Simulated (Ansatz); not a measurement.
# CaAs2Pd2: the cost of one run

Program: Ansatz 0.2.0. Level of theory: DFT PBEsol, scalar-relativistic, plane waves, PAW. These are calculated values, not measurements.

1 further run of the same task is left out (set aside as unsound or not needed).

## (1) Starting point

The structure is tetragonal, space group I4/mmm (No. 139). The conventional cell has a = 4.278 Å, b = 4.278 Å, c = 10.126 Å, α = 90.00°, β = 90.00°, γ = 90.00°. Around Ca (site symmetry 4/mmm) lie 8 As at 3.26 Å and 8 Pd at 3.31 Å. Around As (site symmetry 4mm) lie 1 As at 2.45 Å and 4 Pd at 2.51 Å and 4 Ca at 3.26 Å. Around Pd (site symmetry -4m2) lie 4 As at 2.51 Å.

As a file:

```
CELL_PARAMETERS angstrom
-2.13892 2.13892 5.06316
2.13892 -2.13892 5.06316
2.13892 2.13892 -5.06316
ATOMIC_POSITIONS crystal
Ca 0.00000 0.00000 0.00000
As 0.37888 0.37888 0.00000
As 0.62112 0.62112 0.00000
Pd 0.75000 0.25000 0.50000
Pd 0.25000 0.75000 0.50000
```

It goes back to an entry of the Materials Project.

It is the result of an earlier relaxation at this level (volume 18.53 Å³/atom; gap on the mesh: none (metal)).

## (2) Bands, states and charges

Input file input.yaml:

```yaml
crystal:
  lattice:
    - [-2.1389211545, 2.1389211545, 5.0631649142]
    - [2.1389211545, -2.1389211545, 5.0631649142]
    - [2.1389211545, 2.1389211545, -5.0631649142]
  atoms:
    - { symbol: Ca, position: [0.0, 0.0, 0.0] }
    - { symbol: As, position: [0.378877375, 0.378877375, 0.0] }
    - { symbol: As, position: [0.621122625, 0.621122625, 0.0] }
    - { symbol: Pd, position: [0.75, 0.25, 0.5] }
    - { symbol: Pd, position: [0.25, 0.75, 0.5] }
basis:
  ecutwfc: 420
kpoints:
  mp_grid: { grid: [12, 12, 12] }
  band_path:
    path:
      - [[0.0, 0.0, 0.0], [0.0, 0.0, 0.5], [0.25, 0.25, 0.25], [0.0, 0.5, 0.0], [0.0, 0.0, 0.0], [0.5, 0.5, -0.5], [0.29461546, 0.70538454, -0.29461546]]
      - [[-0.29461546, 0.29461546, 0.29461546], [0.0, 0.0, 0.0]]
      - [[0.0, 0.0, 0.5], [-0.08923093, 0.08923093, 0.5]]
      - [[0.5, 0.5, -0.08923093], [0.5, 0.5, -0.5]]
    npoints: 14
hamiltonian:
  xc: pbesol
scf:
  occupations: { method: gaussian, width: 0.1 }
  n_extra_bands: 12
output:
  forces: true
  stress: true
  eigenvalues: true
  populations: true
  dos: { projected: true, de: 0.02, nscf_kmesh: { grid: [18, 18, 18] } }
  bader: true
  write_density: true
  write_potential: true
  elf: true
  volumetric_format: npy
```

Run with:

```bash
> ansatz run input.yaml --threads 2 --pin off --max-ram 5120MiB --backend cpu --events-out ev --progress --plain --runs-dir out
```

What time and memory should one allow on 2 threads of Arm Neoverse V1, shared host?

About 1.7 min, with a peak of 1.3 GiB.
